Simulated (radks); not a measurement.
**Nd²⁺ in [Xe] 4f4: an all-electron calculation**

Aim: the levels, the sizes of the orbitals and the parts of the energy of the neodymium ion Nd2+.

The numbers are computed with radks (a radial shooting solver on a logarithmic mesh, Libxc functionals) version 1 (scalar-relativistic Kohn-Sham, r2SCAN, spin-polarised, spherical densities, finite nucleus; open shells are filled with parallel spins first), except any that are marked as measured or tabulated.

**1. What is computed**

| Quantity | Value |
| --- | --- |
| element | neodymium (Z = 60) |
| charge | +2 |
| electrons | 58 |
| configuration | [Xe] 4f4 |
| nuclear rms radius | 4.9123 fm |

The outer shells:

Nd²⁺
```
[Xe] core
4f [↑ ][↑ ][↑ ][↑ ][  ][  ][  ]
```

**2. The calculation**

Input:

```text
Z 60
configuration [Xe] 4f4 6s0 5d0 6p0 5f0
relativity scalar-relativistic
functional r2scan,r2scan
spin polarised
nucleus finite rms 4.9123 fm
c 137.035999084
```

Q: Predict the outcome of this run.

The runs gave:

| quantity | value |
| --- | --- |
| total energy | -9624.0592 hartree |
| exchange-correlation share of it | 2.31 % |
| −T/E | 1.0643 |
| highest occupied level | 4f up, -15.259 eV |
| most extended occupied level | 5p down, <r> = 1.73 bohr |
| radius at density 0.001 e/bohr³ | 3.57 bohr |
| maxima of the radial density | 4 |
| ionisation energy, NIST | 22.09 (semi-emp.) eV |

**Reading.** 5 principal shells are occupied and 4 maxima appear in the radial density; where shells overlap, one shows as a shoulder or not at all. Relativity lifts −T/E to 1.064. Minus the highest eigenvalue, 15.259 eV, is 69 % of the tabulated ionisation energy (22.09 eV); the potential of a semilocal functional falls off too fast, so its top eigenvalue is too shallow. Open shells are spherical and high-spin; term and fine-structure splittings are not resolved. Spin-orbit splitting is averaged out at the scalar-relativistic level.
